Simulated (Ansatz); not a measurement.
From input file to script: FeNi3, space group Fm-3m in Ansatz 0.2.0.

```yaml
crystal:
  lattice:
    - [0.0, 2.79036987, 2.79036987]
    - [2.79036987, 0.0, 2.79036987]
    - [2.79036987, 2.79036987, 0.0]
  atoms:
    - { symbol: Fe, position: [0.0, 0.0, 0.0], spin: 2.4 }
    - { symbol: Ni, position: [0.75, 0.75, 0.75], spin: -1.0 }
    - { symbol: Ni, position: [0.25, 0.25, 0.25], spin: 1.0 }
    - { symbol: Ni, position: [0.5, 0.5, 0.5], spin: -1.0 }
basis:
  ecutwfc: 653.0732699037
kpoints:
  mp_grid: { grid: [8, 8, 8] }
hamiltonian:
  xc: r2scan
magnetization:
  spin_polarized: true
scf:
  occupations: { method: fermi_dirac, width: 0.1 }
output:
  write_density: true
  volumetric_format: cube
  dos: { de: 0.05, projected: true }
  stress: true
```

On the command line:
```console
$ ansatz run input.yaml --threads 1 --pin off --max-ram 3072MiB --backend cpu --events-out ev --progress --plain --runs-dir out
Engine: ansatz 0.2.0, aarch64-unknown-linux-gnu
Pseudopotentials: kind: paw
Pseudopotential: Fe, paw, valence charge 16, recommended cutoff 500 eV (meta_gga), Fe.paw.azcp
Pseudopotential: Ni, paw, valence charge 18, recommended cutoff 500 eV (meta_gga), Ni.paw.azcp
Functional definition: r2SCAN
  parameter k0 = 0.174
  parameter k1 = 0.065
  parameter a1 = 4.9479
  exchange = r2scan_x(k0 = k0, k1 = k1, a1 = a1)
  correlation = r2scan_c
Crystal: 4 atoms, lattice volume = 43.453 Å³
Basis set: ecut = 653.0732699037 eV, 1639 PW (Γ), exchange–correlation on 144×144×144 points (64 copies of the dense FFT grid, shifted against one another)
Bands: 46, of which v1, the nominal top of the filled ones, is band 35 counted from 1 (34 counted from 0)
Symmetry: 24 space group operations
Space group: F-43m (ITA 216), of the structure as read, at distance tolerance 3.5e-5 Å
Magnetic group: BNS 216.74 (UNI 1576), of the structure as read, at distance tolerance 3.5e-5 Å
k-points: 29 of 512 (time reversal used)
Non-local potential: Fe, projectors of the file, l = 0: 3, l = 1: 2, l = 2: 3, l = 3: 1
Non-local potential: Ni, projectors of the file, l = 0: 3, l = 1: 2, l = 2: 3, l = 3: 1
PAW form: soft (Blöchl's): semilocal exchange-correlation on the pseudo side does not see the compensation charge
PAW frozen core: Fe, regenerated for the run's functional (the file was generated under x = pbe(κ = 0.804, μ = 0.2195149727645171), c = pbe(β = 0.06672455060314922))
PAW frozen core: Ni, regenerated for the run's functional (the file was generated under x = pbe(κ = 0.804, μ = 0.2195149727645171), c = pbe(β = 0.06672455060314922))
PAW one-centre angular grid: Fe, 590 points (default); XC on 160 Gauss nodes
PAW one-centre angular grid: Ni, 590 points (default); XC on 160 Gauss nodes
Initial density: superposition of atomic densities (chi_scale 0.1, normalization cell)
Starting moments: Σ|m| = 5.4 μB on 4 of 4 sites
Initial wavefunctions: pseudopotential atomic-orbital guess
Functional: x = r2scan, c = r2scan; τ floored in thin density (d = 2e-4 eV/Å³)
iter 1 solved again at ethr=2.94e-3 eV; its pass at ethr=3.10e-3 eV (dr2=2.06e0 eV) is discarded
SCF iter   1: F=—  HF=-22018.088571 eV  |F-HF|=—  |Δ(HF+E_count)|=         —  Δρ=7.73e-2 (↑2.01e-2 ↓7.73e-2)  dr2=2.26e0  dr2_τ=2.58e-2  dr2_m=5.73e-1  M=2.033 μB ∫|m|=5.188 μB  β_m=0.66  ethr=2.94e-3  ⟨swp⟩=3.4  Hψ=16006  notcnv=0
Mixer restart at iter 1: flushing history
preconditioner: auto → Kerker (q_TF=auto, 2.954 Å⁻¹)  [metal: Δε(μ)=0.012 eV  Ē_g=9.545 eV  σ=0.100 eV  W_gap=0.03  n_scr=14 (ndim 8)  ℏωp=34.7 eV  f_vac=0.000  D(μ)=6.84/eV (n_scr^D=112)]
spin=Collinear: Kerker preconditioning applied to the charge; magnetization (m = ρ↑ − ρ↓) channel mixes plain (no charge-response kernel on spin).
SCF iter   2: F=—  HF=-22017.608252 eV  |F-HF|=—  |Δ(HF+E_count)|=   4.80e-1  Δρ=3.06e-2 (↑2.14e-2 ↓3.06e-2)  dr2=1.69e-1  dr2_τ=1.13e-2  dr2_m=2.20e-1  M=2.213 μB ∫|m|=5.232 μB  β_m=1.00  ethr=2.94e-3  ⟨swp⟩=4.4  Hψ=5376  notcnv=0  defer=36  κ⁻¹=1.0e0(r=1)
SCF iter   3: F=—  HF=-22019.686132 eV  |F-HF|=—  |Δ(HF+E_count)|=         —  Δρ=8.24e-2 (↑8.24e-2 ↓6.24e-2)  dr2=4.70e-1  dr2_τ=1.24e-2  dr2_m=1.99e0  M=3.597 μB ∫|m|=4.814 μB  β_m=0.51  ethr=2.42e-4  ⟨swp⟩=2.1  Hψ=5540  notcnv=0  defer=136
Mixer restart at iter 3: flushing history
SCF iter   4: F=—  HF=-22020.398947 eV  |F-HF|=—  |Δ(HF+E_count)|=   7.13e-1  Δρ=6.17e-2 (↑6.17e-2 ↓4.45e-2)  dr2=3.18e-1  dr2_τ=6.11e-3  dr2_m=1.07e0  M=3.846 μB ∫|m|=4.926 μB  β_m=1.00  ethr=2.42e-4  ⟨swp⟩=2.4  Hψ=4780  notcnv=0  defer=136  κ⁻¹=1.0e0(r=1)
SCF iter   5: F=—  HF=-22021.155741 eV  |F-HF|=—  |Δ(HF+E_count)|=   7.57e-1  Δρ=1.72e-2 (↑1.72e-2 ↓1.48e-2)  dr2=1.47e-1  dr2_τ=1.50e-3  dr2_m=6.55e-2  M=4.421 μB ∫|m|=5.040 μB  β_m=1.00  ethr=2.42e-4  ⟨swp⟩=3.0  Hψ=5797  notcnv=0  defer=142  κ⁻¹=7.2e-3(r=2)
SCF iter   6: F=—  HF=-22021.322113 eV  |F-HF|=—  |Δ(HF+E_count)|=   1.66e-1  Δρ=1.46e-2 (↑1.46e-2 ↓9.64e-3)  dr2=1.14e-1  dr2_τ=1.01e-3  dr2_m=3.25e-2  M=4.464 μB ∫|m|=5.036 μB  β_m=1.00  ethr=2.10e-4  ⟨swp⟩=2.0  Hψ=5008  notcnv=0  defer=138  κ⁻¹=2.1e-3(r=3)
SCF iter   7: F=—  HF=-22021.514661 eV  |F-HF|=—  |Δ(HF+E_count)|=   1.93e-1  Δρ=1.07e-2 (↑1.07e-2 ↓6.41e-3)  dr2=3.40e-2  dr2_τ=3.58e-4  dr2_m=1.62e-2  M=4.767 μB ∫|m|=5.485 μB  β_m=1.00  ethr=1.63e-4  ⟨swp⟩=2.7  Hψ=5395  notcnv=0  defer=138  κ⁻¹=3.7e-4(r=4)
SCF iter   8: F=—  HF=-22021.706849 eV  |F-HF|=—  |Δ(HF+E_count)|=   1.92e-1  Δρ=1.00e-2 (↑6.61e-3 ↓1.00e-2)  dr2=9.47e-3  dr2_τ=1.92e-4  dr2_m=2.45e-2  M=4.742 μB ∫|m|=5.397 μB  β_m=1.00  ethr=4.85e-5  ⟨swp⟩=2.4  Hψ=5572  notcnv=0  defer=135  κ⁻¹=3.1e-4(r=5)
SCF iter   9: F=—  HF=-22021.724197 eV  |F-HF|=—  |Δ(HF+E_count)|=   1.73e-2  Δρ=9.76e-3 (↑6.54e-3 ↓9.76e-3)  dr2=7.70e-3  dr2_τ=1.60e-4  dr2_m=2.42e-2  M=4.759 μB ∫|m|=5.413 μB  β_m=1.00  ethr=1.35e-5  ⟨swp⟩=2.1  Hψ=3554  notcnv=0  defer=135  κ⁻¹=4.6e-5(r=6)
[... 14 lines left out ...]
SCF iter  24: F=-22021.786041 eV  HF=-22021.786041 eV  |F-HF|=2.77e-8  |Δ(HF+E_count)|=   2.99e-8  Δρ=8.05e-6 (↑2.79e-6 ↓8.05e-6)  dr2=4.10e-8  dr2_τ=1.81e-10  dr2_m=3.41e-9  M=4.938 μB ∫|m|=5.648 μB  ethr=1.33e-11  ⟨swp⟩=8.7  Hψ=12754  notcnv=0
SCF 1 converged in 24 iterations: F = -22021.786041 eV  dr2 = 4.10e-8
  greatest PAW one-centre occupation: 1.005 electrons in one spin orbital (limit 2), on the Fe atom at site 0 (counted from 0), in its partial waves of l = 1
this state was not tested for a lower state beside it, because the mixer in use, unlike msr1, does not test its closes by its own steps (another_mixer; see scf.mixing.algorithm and scf.lower_state_search)
SCF converged after 24 iterations
Magnetization: 4.9378 μB (37.4689 up, 32.5311 down)
Absolute magnetization: 5.6500 μB (∫|ρ↑−ρ↓|, with the PAW one-centre terms)
Spin contamination: 0.2134 ħ² per cell (⟨S²⟩ above its minimum at these occupations)
Per-site moments (μB) at R_I (Å): [(3.109792135181135, 0.9968191172670559), (0.8139191060805323, 0.9968191172670559), (0.8138889432294782, 0.9968191172670562), (0.45816943716145464, 0.9968191172670562)]
Free energy (F): -22021.786041 eV
Harris-Foulkes:  -22021.786041 eV  (|F-HF|=2.77e-8)
Internal energy: -22021.645422 eV  (E = F + TS)
E sigma→0 (E₀):  -22021.715732 eV
Entropy (-TS):   -0.140619 eV (-35.155 meV/atom)
Fermi energy:    18.631616 eV
--- Per-component energies (eV) ---
  E_band       = -1142.919601
  E_kinetic    = 1194.463042
  E_local      = -12368.037068  (includes V_loc(G=0)·N_el)
  E_nonlocal   = 2148.602155
  E_hartree    = 5185.631532
  E_xc         = -349.337218
  E_vxc        = -518.815699  (∫ρ·V_xc dr)
  E_paw        = -6314.643255  (= ΣΔE_a)
  E_vpaw       = -2008.613566  (= ΣTr[D̂ρ^β])
  E_aug_tail   = 0.000374  (compensation charges beyond the density's cutoff)
  E_vtau       = 38.224666  (kinetic-family band-sum trace: ∫τ·v_τ [+ j·A + Jᵃ·Aᵃ] dr)
  E_ewald      = -11517.135303
  E_core_change = -1.189681  (= ΣΔE_core)
  E_smearing   = -0.140619  (= −TS)
  E_closure    = 0.000000  (closes the sum)
  Σ components = -22021.786041   (vs F -22021.786041, Δ=0.00e0)
--- Stress (GPa, compression-positive) ---
        1.415881       0.000000       0.000000
       -0.000000       1.415881      -0.000000
        0.000000      -0.000000       1.415881
  P = ⅓ Tr σ = 1.4159 GPa (14.159 kbar)
--- Band table (eV; the first three rows and the last of 58) ---
  k-point 0 ↑: bands = ["-89.1411", "-89.1337", "-88.3113", "-74.6226", "-48.0558", "-48.0558", "-48.0558", "-48.0343", "-48.0343", "-48.0343", "-47.2286", "-47.2286", "-47.2286", "-39.2986", "-39.2986", "-39.2986", "9.0193", "13.1359", "13.1359", "14.1337", "14.1337", "14.1337", "14.8141", "14.8141", "14.8141", "15.7673", "15.7673", "15.7673", "16.2650", [...]
  k-point 1 ↑: bands = ["-89.1408", "-89.1339", "-88.3114", "-74.6226", "-48.0562", "-48.0551", "-48.0551", "-48.0352", "-48.0352", "-48.0338", "-47.2289", "-47.2284", "-47.2284", "-39.2988", "-39.2985", "-39.2985", "9.2730", "13.2201", "13.2201", "14.0286", "14.1307", "14.1307", "14.8277", "14.8474", "14.8474", "15.7219", "15.7219", "15.8703", "16.2666", [...]
  k-point 2 ↑: bands = ["-89.1399", "-89.1346", "-88.3116", "-74.6226", "-48.0555", "-48.0534", "-48.0534", "-48.0377", "-48.0377", "-48.0342", "-47.2295", "-47.2278", "-47.2278", "-39.2994", "-39.2985", "-39.2985", "10.0088", "13.4467", "13.4467", "13.9041", "14.1464", "14.1464", "14.6316", "14.9087", "14.9087", "15.5561", "15.5561", "16.1915", "16.3098", [...]
  k-point 28 ↓: bands = ["-87.7706", "-87.7705", "-87.5269", "-69.9000", "-46.7446", "-46.7193", "-46.7141", "-46.7140", "-46.6791", "-46.6791", "-46.4471", "-46.4471", "-46.4353", "-34.6237", "-34.6237", "-34.6222", "13.7453", "13.7453", "13.8499", "13.9060", "16.2621", "16.2933", "16.2933", "16.3052", "16.4031", "16.4031", "16.5479", "16.8695", "17.9904", [...]
```

Interactive session:
```pycon
>>> from pathlib import Path
>>> import json
>>> import ansatz
>>> from ase.io.cube import read_cube_data
>>> from ase.units import Bohr
>>> import matplotlib.pyplot as plt
>>> import numpy as np
>>> lattice = ansatz.Lattice.of(
...     (0.0, 2.79036987, 2.79036987),
...     (2.79036987, 0.0, 2.79036987),
...     (2.79036987, 2.79036987, 0.0),
... )
>>> sites = [
...     ('Fe', (0.0, 0.0, 0.0), 2.4),
...     ('Ni', (0.75, 0.75, 0.75), -1.0),
...     ('Ni', (0.25, 0.25, 0.25), 1.0),
...     ('Ni', (0.5, 0.5, 0.5), -1.0),
... ]
>>> xtal = ansatz.Crystal(lattice=lattice)
>>> for symbol, position, moment in sites:
...     xtal = xtal.atom(symbol, position, moment=moment or None)
...
>>> xtal.resolved().sites[-1]
Site(symbol='Ni', position=(0.5, 0.5, 0.5), moment=-1.0, axis=None, held=None, saved=None)
>>> # the calculation
>>> setup = (
...     xtal.calculation()
...     .functional('r2SCAN')
...     .basis(48 * ansatz.Ry)
...     .kpoints(8)
...     .occupations('fermi_dirac', width=0.1)
...     .spin('collinear')
...     .density()
...     .output_files(volumetric_format='cube')
...     .density_of_states(energy_step=0.05, projected=True)
...     .stress()
... )
>>> out = setup.run(threads=1, backend='cpu')
RunWarning: the starting moments were not kept: 2 of 4 ended reversed and 2 kept their direction, counting a site from 0.1 μB. The largest reversed, site 1 (counted from 0, in the order of the [...]
>>> summary = out.report
>>> summary['converged'], summary['free_energy_ev']
(True, -22021.786041321116)
>>> {key: value for key, value in summary.items() if isinstance(value, (int, float)) and 'ev' in key}
{'gap_by_band_count_ev': -8.78088274228455, 'fermi_energy_ev': 18.631615702206044, 'harris_foulkes_ev': -22021.786041348772, 'free_energy_ev': -22021.786041321116, 'internal_energy_ev': -22021.64542192088, 'lagrangian_ev': -22021.786041321116, 'energy_sigma0_ev': -22021.715731621, 'lagrangian_sigma0_ev': -22021.715731621, 'lagrangian_above_aufbau_ev': -0.06877929368329712, 'entropy_ts_ev': 0.1406194002371966, 'loop_fermi_energy_ev': 18.631615702206044, 'occupations_fermi_energy_ev': 18.631615702205977}
>>> summary['n_electrons']
70.0
>>> print('%-22s %14.5f eV' % ('F = E - TS', summary['free_energy_ev']))
F = E - TS               -22021.78604 eV
>>> print('%-22s %14.5f eV' % ('E', summary['internal_energy_ev']))
E                        -22021.64542 eV
>>> print('%-22s %14.5f eV' % ('Harris-Foulkes', summary['harris_foulkes_ev']))
Harris-Foulkes           -22021.78604 eV
>>> print('%-22s %14.5f eV' % ('Fermi level', summary['fermi_energy_ev']))
Fermi level                  18.63162 eV
>>> # cube files hold the density in electrons per cubic bohr
>>> folder = Path(out.write_results('cubes'))
>>> print('\n'.join((folder / 'rho.cube').read_text().splitlines()[: 6 + 4]))
ansatz rho
values in e/bohr^3 (x slowest, z fastest)
    4    0.000000    0.000000    0.000000
   36    0.000000    0.146473    0.146473
   36    0.146473    0.000000    0.146473
   36    0.146473    0.146473    0.000000
   26   26.000000    0.000000    0.000000    0.000000
   28   28.000000    7.909552    7.909552    7.909552
   28   28.000000    2.636517    2.636517    2.636517
   28   28.000000    5.273035    5.273035    5.273035
>>> values, cube_atoms = read_cube_data(str(folder / 'rho.cube'))
>>> print('electrons from the file:', round(values.mean() * cube_atoms.get_volume() / Bohr ** 3, 3))
electrons from the file: 70.0
>>> dos = out.density_of_states()
>>> energy = np.asarray(dos.energies_ev) - dos.fermi_ev
>>> projected = out.projected_density_of_states()
>>> fig, ax = plt.subplots(figsize=(5, 3.4))
>>> for name in sorted({site.species for site in projected.sites}):
...     curve = sum(np.sum(part.g_bin_mean_per_ev, axis=0) for site in projected.sites if site.species == name for shell in site.shells for part in shell.curves)
...     ax.plot(energy, curve, label=name)
...     window = (energy > -4) & (energy <= 0)
...     print(f'{name}: {curve[window].sum() * (energy[1] - energy[0]):.3f} projected states in the 4 eV under E_F')
...
[<matplotlib.lines.Line2D object at 0x...>]
Fe: 3.647 projected states in the 4 eV under E_F
[<matplotlib.lines.Line2D object at 0x...>]
Ni: 24.405 projected states in the 4 eV under E_F
>>> ax.set(xlim=(-8, 6), xlabel='E - E_F (eV)', ylabel='states/eV')
[(-8.0, 6.0), Text(0.5, 0, 'E - E_F (eV)'), Text(0, 0.5, 'states/eV')]
>>> ax.legend()
<matplotlib.legend.Legend object at 0x...>
>>> fig.savefig('pdos.png', dpi=100)
>>> # principal values and the von Mises stress of the deviator
>>> principal = np.linalg.eigvalsh(np.array(summary['stress_gpa']))
>>> mises = np.sqrt(0.5 * sum((principal[i] - principal[i - 1]) ** 2 for i in range(3)))
>>> print('principal stresses (GPa, compression positive):', np.round(principal, 3))
principal stresses (GPa, compression positive): [1.416 1.416 1.416]
>>> print(f'mean {principal.mean():.3f} GPa, von Mises {mises:.3f} GPa, PV = {principal.mean() * summary["setup"]["cell_volume_ang3"] / 160.21766:.4f} eV')
mean 1.416 GPa, von Mises 0.000 GPa, PV = 0.3840 eV
>>> keep = ['free_energy_ev', 'energy_sigma0_ev', 'fermi_energy_ev', 'n_iterations', 'converged', 'magnetization_mub', 'n_kpoints']
>>> with open('feni3.json', 'w') as handle:
...     json.dump({key: summary[key] for key in keep}, handle, indent=1)
...
>>> print('site moments (muB):', [round(m, 2) for m in summary['site_moments_mub']])
site moments (muB): [3.11, 0.81, 0.81, 0.46]
>>> print('electrons up, down:', [round(n, 3) for n in summary['spin_occupation_sums']])
electrons up, down: [37.469, 32.531]
```

Total energies depend on the potentials; only differences at equal settings carry meaning. A total without «per atom» is that of the cell as typed. The SCF didn't keep the moments it started from (some shrank, vanished or turned); what is printed is the state reached. For a metal this k-point mesh is coarse: on a finer one energies can move by several to tens of meV an atom and pressures by half a GPa or more, differences at one mesh by less. The zero of the levels is a convention of the potentials, so an absolute Fermi energy is no work function. Projections exist only for the shells that the potentials hold, some of them semicore, and samples at single energies can miss narrow peaks. A gap by band count of zero or less means overlapping bands, a metal. r2SCAN tends to overestimate the moments of itinerant magnets. The fields are valence quantities on the plane-wave grid; their values near the nuclei depend on the potentials. This cell is a computed structure, which may not be the phase found in nature. Gaps and levels are Kohn-Sham values on a finite set of k-points. Warnings are shown shortened and without file and line. The density of states is complete only as far up as bands were computed. Wall time of the script: 110 s on 1 thread of Arm Neoverse V2, on a shared host, peak memory 0.78 GiB.

(Lines on the test bed's own set-up are left out of the output.)
